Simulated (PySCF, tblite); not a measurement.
**C₂H₁₄N₂Si₃: geometry, infrared bands and NMR shifts**

What infrared bands and NMR shifts should C₂H₁₄N₂Si₃ (`CN([SiH3])C[SiH2]N[SiH3]`) show?

Computed with tblite 0.8.0 and PySCF 2.14.0, with density-fitted response routines of our own, on a single molecule in the gas phase. Atoms count from 0, in the outputs and in this text.

## 1. The starting structure

21 atoms, charge 0, multiplicity 1; geometry from: force field or distance geometry start.

Bonds of the start (Å): C0–N1 1.46, N1–Si2 1.76, N1–C3 1.49, C3–Si4 1.93, Si4–N5 1.70, N5–Si6 1.69, C0–H7 1.10, C0–H8 1.09, C0–H9 1.11, Si2–H10 1.47, Si2–H11 1.47, Si2–H12 1.48, C3–H13 1.09, C3–H14 1.09, Si4–H15 1.48, Si4–H16 1.48, N5–H17 1.02, Si6–H18 1.47, Si6–H19 1.48, Si6–H20 1.49.

## 2. Relaxing the molecule with GFN2-xTB

What the job is given:

```
{"job": {"kind": "relax", "xc": "GFN2-xTB", "basis": "xTB"}, "charge": 0, "multiplicity": 1}
C      0.724900     1.242100    -1.854200
N      0.975900     0.385300    -0.700300
Si     2.557800     0.442600     0.063400
C      0.263800    -0.908500    -0.892900
Si    -0.590600    -1.546300     0.710500
N     -1.256100    -0.262000     1.602900
Si    -2.713700     0.254900     0.928800
H      1.097500     2.267700    -1.686200
H      1.188700     0.845600    -2.761500
H     -0.364600     1.349400    -2.026900
H      2.470500    -0.261200     1.355200
H      3.494200    -0.226100    -0.855900
H      2.892600     1.873900     0.256900
H     -0.541000    -0.812300    -1.620700
H      0.935400    -1.676600    -1.279300
H     -1.611700    -2.577100     0.412500
H      0.439100    -2.155400     1.577800
H     -0.589100     0.502000     1.558100
H     -2.507100     0.645000    -0.475600
H     -3.726200    -0.816400     1.051600
H     -3.149200     1.450300     1.697600
```

Started as:

```sh
$ OMP_NUM_THREADS=1 python probes_run.py task.json out
```

This one command runs all jobs of the session in turn.

**Question.** This job is followed by: GFN2-xTB harmonic vibrations, gas phase; GIAO PBE0/pcSseg-1 NMR shielding, non-relativistic, gas phase. What will the session give for the following? strongest single infrared mode (GFN2-xTB); zero-point energy (GFN2-xTB); 13C shifts against TMS (PBE0/pcSseg-1); 1H shifts against TMS (PBE0/pcSseg-1, means over atoms taken as alike); 15N shifts against NH3 (PBE0/pcSseg-1); 29Si shifts against TMS (PBE0/pcSseg-1); surface potential, 1st and 99th percentile.

As calculated:

| quantity | value |
| --- | --- |
| strongest single infrared mode (GFN2-xTB) | 2212 cm⁻¹, 601 km/mol |
| zero-point energy (GFN2-xTB) | 94.5 kcal/mol |
| 13C shifts against TMS (PBE0/pcSseg-1) | 44.9, 40.7 ppm |
| 1H shifts against TMS (PBE0/pcSseg-1, means over atoms taken as alike) | 4.88, 4.81, 4.79, 2.78, 2.73, -0.61 ppm |
| 15N shifts against NH3 (PBE0/pcSseg-1) | 7.1, -6.2 ppm |
| 29Si shifts against TMS (PBE0/pcSseg-1) | -41.1, -47.4, -56.9 ppm |
| surface potential, 1st and 99th percentile | -0.56 V and 1.33 V |

Over 290 steps the energy fell by 0.663 eV; of the close pairs, N5–Si6 changed most, 1.687 to 1.731 Å. All 57 modes are real, so the xTB geometry is a minimum. The strongest single mode, at 2212 cm⁻¹, moves mainly H18. Unscaled tight-binding wavenumbers are off by several per cent, some by more. Its intensities can rank the bands wrongly. The most deshielded carbon is C3 (sp3 CH2 bonded to N and Si), at 44.9 ppm: deshielded by the electronegative neighbour. At PBE0/pcSseg-1: The widest tensor belongs to Si2: span 153 ppm, with a paramagnetic part of -486 ppm.
